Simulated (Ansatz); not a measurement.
The system is WF.

```
W F
1.0
     1.36589    0.78860    5.06960
    -1.36589    0.78860    5.06960
     0.00000   -1.57719    5.06960
W F
1 1
Cartesian
  0.0000 0.0000 12.3818
  0.0000 0.0000 14.2525
```

The cell was built by a generator and needn't be a form met in nature.

Base run:

```yaml
Program: Ansatz 0.2.0
Functional: PBE
Potentials_or_basis: Ansatz PAW
Cutoff: "420 eV (not typed: the program's choice for these potentials)"
k_mesh: 11 × 11 × 11
Occupations: fermi-dirac, width 0.05 eV
Spin: no spin polarisation
Hubbard_terms: W d U = 3 eV
```

Its results: band gap on the k mesh none (metal or under the smearing width); pressure 1.5 GPa; largest force 0.025 eV/Å.

Problem. The run is repeated on the same cell with these changes: hubbard terms from W d U = 3 eV to W d U = 5 eV. What comes out?

Solution. Band gap on the k mesh none (metal or under the smearing width); pressure 2.4 GPa; largest force 0.136 eV/Å.

Caveats: an odd number of electrons without spin polarisation forces a metal; a magnetic or distorted state may lie lower; U without spin polarisation on a metal has little footing; the density of states is complete only up to the lowest level of the last band computed.
